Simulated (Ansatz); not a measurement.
# SiSe (P-6m2) in Ansatz: convergence with k mesh

Aim: find how far k mesh must go before the results for SiSe settle, at r2SCAN. This setting moves, with any that are tied to it; all else stays.

Everything below comes from runs of Ansatz 0.2.0. Logs are shortened: lines on timing, memory, paths and dates and some standing lists are left out, and cuts for length are marked.

## 1. The structure

It takes space group P-6m2 (No. 187, hexagonal). The conventional cell has a = 3.595 Å, b = 3.595 Å, c = 3.599 Å, α = 90.00°, β = 90.00°, γ = 120.00°. Si (site symmetry -6m2) is surrounded by 6 Se at 2.75 Å. Se (site symmetry -6m2) has 6 Si at 2.75 Å as nearest neighbours.

The cell was built by a generator and needn't be a form met in nature.

## 2. With k mesh 3 × 3 × 2

Input file input.yaml:

```yaml
crystal:
  lattice:
    - [3.5952, 0.0, 0.0]
    - [-1.7976, 3.11353, 0.0]
    - [0.0, 0.0, 3.59873]
  atoms:
    - { symbol: Si, position: [0.66667, 0.33333, 0.5] }
    - { symbol: Se, position: [0.0, 0.0, 0.0] }
hamiltonian:
  xc: r2scan
  pseudopotentials: { kind: paw_fr }
magnetization:
  noncollinear: true
  spin_orbit: true
kpoints:
  mp_grid: { grid: [3, 3, 2] }
scf:
  occupations: { method: gaussian, width: 0.05 }
output:
  forces: true
  stress: true
  eigenvalues: true
```

Potentials or basis: Ansatz PAW.

Launch:

```sh
$ ansatz run input.yaml --threads 2 --pin off --max-ram 5632MiB --backend cpu --events-out ev --progress --plain --runs-dir out
```

Standard output:

```text
Warning: the atoms were moved onto the symmetric positions of the space group found under crystal.symmetry.tolerance 1.0e-5 (fractional; no operation is sought that the atoms, as they stand in a round, miss by more than twice it, and no atom is moved by as much as it), and the run uses the moved positions. Before a round's move an operation carried an atom to 1.80e-5 Å from where it should land, the largest such distance. Atom 0 (counting from 0) moved farthest, by 2.08e-5 Å; the longest move in fractions of the cell, of whichever atom, is 0.47 of the tolerance, in 1 round. To run the atoms as typed, lower crystal.symmetry.tolerance until the operations that they miss are no longer found, or set crystal.symmetry.detect: false (a key that needs symmetry detection or time reversal refuses this as the deck is read). The positions used, in the order of the run's atom list: position: [0.6666666666666667, 0.3333333333333333, 0.5]; position: [5.5510939473021013e-17, -1.8503646491007004e-17, 0.0]; The lattice was moved too: crystal.lattice keeps the space group found at crystal.symmetry.tolerance 1.0e-5 only nearly: the operation that it misses by the most changes a squared length by the fraction 2.52e-6. The run uses the lattice that is a stretch of the typed one, with no rotation, onto the one that keeps every operation to a double's rounding (on a very oblique basis the stretch itself rounds by more); the deck's lattice vector that moved farthest moved by 2.62e-6 Å. To run the lattice as typed, set crystal.symmetry.tolerance under 2.52e-6, the least fraction by which an operation that the lattice misses changes a squared length (the same key also sets how far an atom may lie from its image, so lowering it can lose operations that the atoms keep only within it), or set crystal.symmetry.detect: false, as for the atoms. crystal.lattice made exact, in Å and degrees: [[3.5951973836309277, 0.0, 0.0], [-1.7975986918154638, 3.1135322658437317, 0.0], [0.0, 0.0, 3.59873]]. Pasted over the deck's crystal.lattice, beside positions in fractional coordinates, it runs the same cell (given as lengths and angles, that cell in the form's own orientation, a rigid turn of the misfit's size from the one run here, for which a checkpoint.post_process_only pass over this run's state can be refused: where this run relaxes nothing, give such a pass this deck's own crystal.lattice, as typed; behind a relaxation, as crystal.lattice, the state's own cell, identity.cell in its checkpoint.json), and a matrix so pasted ends this notice, except on a very skew basis of the lattice, where the rounding of the pasted numbers themselves can read as a misfit: the cell is then moved again, and that move is told again. The lattice as run is in this notice's lattice.as_run_ang field (Run.prep()["deck_notices"] in Python, the deck_notice line of an events file, deck_notices of ansatz run --dry-run=json, or deck_notices in record.json in the deck's checkpoint.write directory).
Warning: RAYON_NUM_THREADS=2 ignored (pool sized by the plan → 2); use --threads N
Engine: ansatz 0.2.0, aarch64-unknown-linux-gnu
Pseudopotentials: kind: paw_fr
Pseudopotential: Si, paw_fr, valence charge 4, recommended cutoff 500 eV (meta_gga), Si.paw.azcp#standard-fr
Pseudopotential: Se, paw_fr, valence charge 16, recommended cutoff 500 eV (meta_gga), Se.paw.azcp#standard-fr
Functional definition: r2SCAN
  parameter k0 = 0.174
  parameter k1 = 0.065
  parameter a1 = 4.9479
  exchange = r2scan_x(k0 = k0, k1 = k1, a1 = a1)
  correlation = r2scan_c
non-collinear run that drives no moment, with spin-orbit: no starting moment large enough to seed its density (crystal.atoms[].spin), no starting occupations that ask for one, no magnetisation constraint and no magnetic field, so the semilocal B_xc is pinned to zero
Crystal: 2 atoms, lattice volume = 40.283 Å³
Basis set: ecut = 500 eV, 1057 PW (Γ), exchange–correlation on 108×108×108 points (64 copies of the dense FFT grid, shifted against one another)
Bands: 28, of which v1, the nominal top of the filled ones, is band 20 counted from 1 (19 counted from 0)
Symmetry: 12 space group operations + 12 with time reversal
Magnetic group: BNS 187.210 (UNI 1440), of the structure as read, at distance tolerance 3.4e-5 Å
k-points: 6 of 18 (time reversal used)
Projection manifold: j_resolved (fully-relativistic pseudo-atomic orbitals)
Non-local potential: Si, projectors of the file, l = 0: 2, l = 1: 4, l = 2: 4
Non-local potential: Se, projectors of the file, l = 0: 2, l = 1: 4, l = 2: 6, l = 3: 2
PAW form: soft (Blöchl's): semilocal exchange-correlation on the pseudo side does not see the compensation charge
PAW frozen core: Si, regenerated for the run's functional (the file was generated under x = pbe(κ = 0.804, μ = 0.2195149727645171), c = pbe(β = 0.06672455060314922))
PAW frozen core: Se, regenerated for the run's functional (the file was generated under x = pbe(κ = 0.804, μ = 0.2195149727645171), c = pbe(β = 0.06672455060314922))
PAW one-centre angular grid: Si, 302 points (default); XC on 160 Gauss nodes
PAW one-centre angular grid: Se, 590 points (default); XC on 265 of its mesh's 2701 points in the sphere
Initial density: superposition of atomic densities (chi_scale 0.1, normalization cell, long waves kept (reshape's long-wave potential 0.00 eV rms))
Initial wavefunctions: pseudopotential atomic-orbital guess
Functional: x = r2scan, c = r2scan; τ floored in thin density (d = 2e-4 eV/Å³)
iter 1 solved again at ethr=6.83e-4 eV; its pass at ethr=3.10e-3 eV (dr2=1.37e-1 eV) is discarded
SCF iter   1: F=—  HF=-6112.943713 eV  |F-HF|=—  |Δ(HF+E_count)|=         —  Δρ=2.00e-2  dr2=1.38e-1  dr2_τ=9.06e-4  dr2_m=0.00e0 (ungated)  ethr=6.83e-4  |M|=0.00e0 ∫|m|=0.00e0 μB  |m|>n=0.0e0 m-floor=0.0e0 τ_xc=0.0e0  β_m=0.30  ⟨swp⟩=1.2  Hψ=1239  notcnv=0
preconditioner: auto → none  [insulator: Δε(μ)=2.078 eV  Ē_g=10.831 eV  σ=0.050 eV  W_gap=0.85  n_scr=8 (ndim 8)  ℏωp=18.5 eV  f_vac=0.000  D(μ)=5.02/eV (n_scr^D=70)  ε∞_Penn≈3.9]
SCF iter   2: F=—  HF=-6112.995717 eV  |F-HF|=—  |Δ(HF+E_count)|=   5.20e-2  Δρ=1.42e-2  dr2=5.55e-2  dr2_τ=1.79e-4  dr2_m=0.00e0 (ungated)  ethr=6.83e-4  |M|=0.00e0 ∫|m|=0.00e0 μB  |m|>n=0.0e0 m-floor=0.0e0 τ_xc=0.0e0  β_m=0.50  ⟨swp⟩=2.7  Hψ=262  notcnv=0
SCF iter   3: F=—  HF=-6113.013529 eV  |F-HF|=—  |Δ(HF+E_count)|=   1.78e-2  Δρ=3.87e-3  dr2=4.62e-3  dr2_τ=4.34e-5  dr2_m=0.00e0 (ungated)  ethr=2.77e-4  |M|=0.00e0 ∫|m|=0.00e0 μB  |m|>n=0.0e0 m-floor=0.0e0 τ_xc=0.0e0  β_m=0.53  ⟨swp⟩=2.2  Hψ=232  notcnv=0
SCF iter   4: F=—  HF=-6113.014572 eV  |F-HF|=—  |Δ(HF+E_count)|=   1.04e-3  Δρ=3.97e-4  dr2=4.39e-5  dr2_τ=1.38e-7  dr2_m=0.00e0 (ungated)  ethr=2.31e-5  |M|=0.00e0 ∫|m|=0.00e0 μB  |m|>n=0.0e0 m-floor=0.0e0 τ_xc=0.0e0  β_m=0.63  ⟨swp⟩=2.3  Hψ=254  notcnv=0
SCF iter   5: F=—  HF=-6113.014586 eV  |F-HF|=—  |Δ(HF+E_count)|=   1.41e-5  Δρ=1.00e-4  dr2=2.52e-6  dr2_τ=9.09e-9  dr2_m=0.00e0 (ungated)  ethr=2.19e-7  |M|=0.00e0 ∫|m|=0.00e0 μB  |m|>n=0.0e0 m-floor=0.0e0 τ_xc=0.0e0  β_m=0.68  ⟨swp⟩=2.0  Hψ=230  notcnv=0
SCF iter   6: F=-6113.014588 eV  HF=-6113.014588 eV  |F-HF|=2.99e-8  |Δ(HF+E_count)|=   1.82e-6  Δρ=1.57e-5  dr2=5.91e-8  dr2_τ=2.90e-10  dr2_m=0.00e0 (ungated)  ethr=5.00e-10  |M|=0.00e0 ∫|m|=0.00e0 μB  |m|>n=0.0e0 m-floor=0.0e0 τ_xc=0.0e0  ⟨swp⟩=4.2  Hψ=672  notcnv=0
SCF 1 converged in 6 iterations: F = -6113.014588 eV  dr2 = 5.91e-8
SCF converged after 6 iterations
Magnetization: |M| = 0.0000 μB,  M = (+0.0000, +0.0000, +0.0000) μB
Absolute magnetization: 0.0000 μB (∫|m|)
  site 0: m = (+0.0000, +0.0000, +0.0000) μB, |m| = 0.0000 μB  (R = 1.13 Å)
  site 1: m = (+0.0000, +0.0000, +0.0000) μB, |m| = 0.0000 μB  (R = 1.13 Å)
Free energy (F): -6113.014588 eV
Harris-Foulkes:  -6113.014588 eV  (|F-HF|=2.99e-8)
Internal energy: -6113.008699 eV  (E = F + TS)
E sigma→0 (E₀):  -6113.011643 eV
Entropy (-TS):   -0.005889 eV (-2.945 meV/atom)
Fermi energy:    10.379359 eV
--- Per-component energies (eV) ---
  E_band       = -369.709696
  E_kinetic    = 156.498473
  E_local      = -2554.037057  (includes V_loc(G=0)·N_el)
  E_nonlocal   = -570.137996
  E_hartree    = 1270.380311
  E_xc         = -149.051022
  E_vxc        = -154.843308  (∫ρ·V_xc dr)
  E_paw        = -2440.449612  (= ΣΔE_a)
  E_vpaw       = 204.755057  (= ΣTr[D̂ρ^β])
  E_aug_tail   = -0.000204  (compensation charges beyond the density's cutoff)
  E_vtau       = 7.297841  (kinetic-family band-sum trace: ∫τ·v_τ [+ j·A + Jᵃ·Aᵃ] dr)
  E_ewald      = -1824.387560
  E_core_change = -1.824032  (= ΣΔE_core)
  E_smearing   = -0.005889  (= −TS)
  E_closure    = -0.000000  (closes the sum)
  Σ components = -6113.014588   (vs F -6113.014588, Δ=0.00e0)
--- Forces (eV/Å), atoms counted from 1 ---
  atom   1  Si     0.00000000    -0.00000000     0.00000000
  atom   2  Se    -0.00000000     0.00000000     0.00000000
  max |Σ_I F_I| component: 2.78e-16 eV/Å
--- Stress (GPa, compression-positive) ---
       -0.873030       0.000000      -0.000000
        0.000000      -0.873030      -0.000000
       -0.000000      -0.000000      -0.810817
  P = ⅓ Tr σ = -0.8523 GPa (-8.523 kbar)
--- Band table (eV; the first three rows and the last of 6) ---
  k-point 0: bands = ["-40.2737", "-40.2737", "-40.2491", "-40.2491", "-39.3798", "-39.3798", "-39.3683", "-39.3683", "-39.3478", "-39.3478", "-6.7570", "-6.7570", "4.3806", "4.3806", "5.1890", "5.1890", "7.0971", "7.0971", "7.3248", "7.3248", "12.1144", "12.1144", "12.1763", "12.1763", "13.1630", "13.1630", "16.2964", "16.2964"]
  k-point 1: bands = ["-40.2733", "-40.2733", "-40.2492", "-40.2492", "-39.3790", "-39.3790", "-39.3686", "-39.3686", "-39.3477", "-39.3477", "-5.4574", "-5.4574", "-1.2464", "-1.2464", "8.1813", "8.1813", "8.4987", "8.4987", "11.0126", "11.0126", "11.5643", "11.5643", "11.8763", "11.8763", "11.9117", "11.9117", "16.8947", "16.8947"]
  k-point 2: bands = ["-40.2736", "-40.2736", "-40.2487", "-40.2487", "-39.3795", "-39.3795", "-39.3683", "-39.3683", "-39.3472", "-39.3472", "-5.6507", "-5.6507", "1.0549", "1.0549", "5.8253", "5.8253", "6.4217", "6.4217", "7.3597", "7.3597", "10.9001", "10.9001", "12.3366", "12.3366", "14.4423", "14.4424", "14.6675", "14.6675"]
  k-point 5: bands = ["-40.2733", "-40.2732", "-40.2486", "-40.2486", "-39.3787", "-39.3787", "-39.3687", "-39.3687", "-39.3469", "-39.3467", "-4.0174", "-4.0174", "2.6908", "2.6920", "2.9101", "2.9476", "3.1512", "3.2392", "4.9345", "5.1212", "7.0844", "7.0998", "15.2207", "15.4545", "16.0176", "16.0265", "19.7683", "19.8570"]
```

Wall time 3.2 s (2 threads of Arm Neoverse V1, shared host); peak memory 0.44 GiB.

What came out:

```
Free energy            : -6113.0146 eV
Pressure               : -0.9 GPa
Band gap on the k mesh : none (metal or under the smearing width)
```

## 3. With k mesh 3 × 3 × 3

input.yaml: that of step 2 with these lines changed.

```diff
@@ -15,3 +15,3 @@
 kpoints:
-  mp_grid: { grid: [3, 3, 2] }
+  mp_grid: { grid: [3, 3, 3] }
 scf:
```

Potentials or basis: Ansatz PAW.

Launch:

```sh
$ ansatz run input.yaml --threads 2 --pin off --max-ram 5632MiB --backend cpu --events-out ev --progress --plain --runs-dir out
```

It took 3.2 s on 2 threads of Arm Neoverse V1, shared host; peak memory 0.44 GiB.

What came out:

```
Free energy            : -6113.2081 eV
Pressure               : -3.2 GPa
Band gap on the k mesh : 0.86 eV
```

## 4. With k mesh 4 × 4 × 4

input.yaml: that of step 3 with these lines changed.

```diff
@@ -15,3 +15,3 @@
 kpoints:
-  mp_grid: { grid: [3, 3, 3] }
+  mp_grid: { grid: [4, 4, 4] }
 scf:
```

Launch:

```sh
$ ansatz run input.yaml --threads 2 --pin off --max-ram 5632MiB --backend cpu --events-out ev --progress --plain --runs-dir out
```

Run time: 4.8 s. Hardware: 2 threads of Arm Neoverse V1, shared host; peak memory 0.47 GiB.

Results:

```
Free energy            : -6113.0568 eV
Pressure               : 0.1 GPa
Band gap on the k mesh : none (metal or under the smearing width)
```

## 5. With k mesh 5 × 5 × 4

input.yaml: that of step 4 with these lines changed.

```diff
@@ -15,3 +15,3 @@
 kpoints:
-  mp_grid: { grid: [4, 4, 4] }
+  mp_grid: { grid: [5, 5, 4] }
 scf:
```

Launch:

```sh
$ ansatz run input.yaml --threads 2 --pin off --max-ram 5632MiB --backend cpu --events-out ev --progress --plain --runs-dir out
```

It took 6 s on 2 threads of Arm Neoverse V1, shared host; peak memory 0.49 GiB.

What came out:

| Property | Result |
| --- | --- |
| Free energy | -6113.0909 eV |
| Pressure | -1.0 GPa |
| Band gap on the k mesh | none (metal or under the smearing width) |

## 6. With k mesh 6 × 6 × 5

input.yaml: that of step 5 with these lines changed.

```diff
@@ -15,3 +15,3 @@
 kpoints:
-  mp_grid: { grid: [5, 5, 4] }
+  mp_grid: { grid: [6, 6, 5] }
 scf:
```

Potentials or basis: Ansatz PAW.

Launch:

```sh
$ ansatz run input.yaml --threads 2 --pin off --max-ram 5632MiB --backend cpu --events-out ev --progress --plain --runs-dir out
```

It took 7.6 s on 2 threads of Arm Neoverse V1, shared host; peak memory 0.51 GiB.

The run converged. Its results:

* Free energy: -6112.9916 eV
* Pressure: -1.9 GPa
* Band gap on the k mesh: none (metal or under the smearing width)

## 7. With k mesh 8 × 8 × 7

input.yaml: that of step 6 with these lines changed.

```diff
@@ -15,3 +15,3 @@
 kpoints:
-  mp_grid: { grid: [6, 6, 5] }
+  mp_grid: { grid: [8, 8, 7] }
 scf:
```

Launch:

```sh
$ ansatz run input.yaml --threads 2 --pin off --max-ram 5632MiB --backend cpu --events-out ev --progress --plain --runs-dir out
```

Wall time 13 s (2 threads of Arm Neoverse V1, shared host); peak memory 0.55 GiB.

Results (log left out):

- Free energy: -6112.9843 eV
- Pressure: 0.0 GPa
- Band gap on the k mesh: none (metal or under the smearing width)

## 8. With k mesh 10 × 10 × 8

input.yaml: that of step 7 with these lines changed.

```diff
@@ -15,3 +15,3 @@
 kpoints:
-  mp_grid: { grid: [8, 8, 7] }
+  mp_grid: { grid: [10, 10, 8] }
 scf:
```

Launch:

```sh
$ ansatz run input.yaml --threads 2 --pin off --max-ram 5632MiB --backend cpu --events-out ev --progress --plain --runs-dir out
```

It took 21 s on 2 threads of Arm Neoverse V1, shared host; peak memory 0.61 GiB.

It converged, with:

```yaml
Free_energy: -6112.9938 eV
Pressure: -0.2 GPa
Band_gap_on_the_k_mesh: none (metal or under the smearing width)
```

## 9. With k mesh 12 × 12 × 10

input.yaml: that of step 8 with these lines changed.

```diff
@@ -15,3 +15,3 @@
 kpoints:
-  mp_grid: { grid: [10, 10, 8] }
+  mp_grid: { grid: [12, 12, 10] }
 scf:
```

Potentials or basis: Ansatz PAW.

Launch:

```sh
$ ansatz run input.yaml --threads 2 --pin off --max-ram 5632MiB --backend cpu --events-out ev --progress --plain --runs-dir out
```

Wall time 35 s (2 threads of Arm Neoverse V1, shared host); peak memory 0.69 GiB.

Results (log left out):

```yaml
Free_energy: -6112.9849 eV
Pressure: 0.3 GPa
Band_gap_on_the_k_mesh: none (metal or under the smearing width)
```

## 10. With k mesh 14 × 14 × 12

input.yaml: that of step 9 with these lines changed.

```diff
@@ -15,3 +15,3 @@
 kpoints:
-  mp_grid: { grid: [12, 12, 10] }
+  mp_grid: { grid: [14, 14, 12] }
 scf:
```

Launch:

```sh
$ ansatz run input.yaml --threads 2 --pin off --max-ram 5632MiB --backend cpu --events-out ev --progress --plain --runs-dir out
```

Wall time 52 s (2 threads of Arm Neoverse V1, shared host); peak memory 0.8 GiB.

The run converged. Its results:

* Free energy: -6112.9901 eV
* Pressure: -0.1 GPa
* Band gap on the k mesh: none (metal or under the smearing width)

## 11. Result

```tsv
k mesh	energy less the tightest run, at zero smearing (meV/atom)	pressure (GPa)	gap on the mesh (eV)	SCF cycles	CPU time (s)	peak memory (GiB)
3 × 3 × 2	-11.06	-0.85	0.000	6	6	0.44
3 × 3 × 3	-109.30	-3.23	0.856	6	6	0.44
4 × 4 × 4	-33.30	0.08	0.000	7	9.3	0.47
5 × 5 × 4	-49.99	-0.95	0.000	8	12	0.49
6 × 6 × 5	-0.87	-1.91	0.000	7	15	0.51
8 × 8 × 7	2.92	0.04	0.000	8	25	0.55
10 × 10 × 8	-1.98	-0.22	0.000	8	41	0.61
12 × 12 × 10	2.67	0.35	0.000	8	70	0.69
14 × 14 × 12	0.00	-0.15	0.000	8	100	0.8
```

Against the tightest run, the gap on the mesh stays within 0.01 eV from 4 × 4 × 4 on. Not settled before the last step: the energy (to 1 meV/atom), the pressure (to 0.1 GPa). Meshes of other sizes hit other points, so gaps and Fermi surfaces needn't settle smoothly. The tightest run that finished is the yardstick and may itself not be fully converged.

Caveats: the PAW data sets come from PBE, with cores solved anew for the run's functional, which leaves a small shift of forces and pressure.
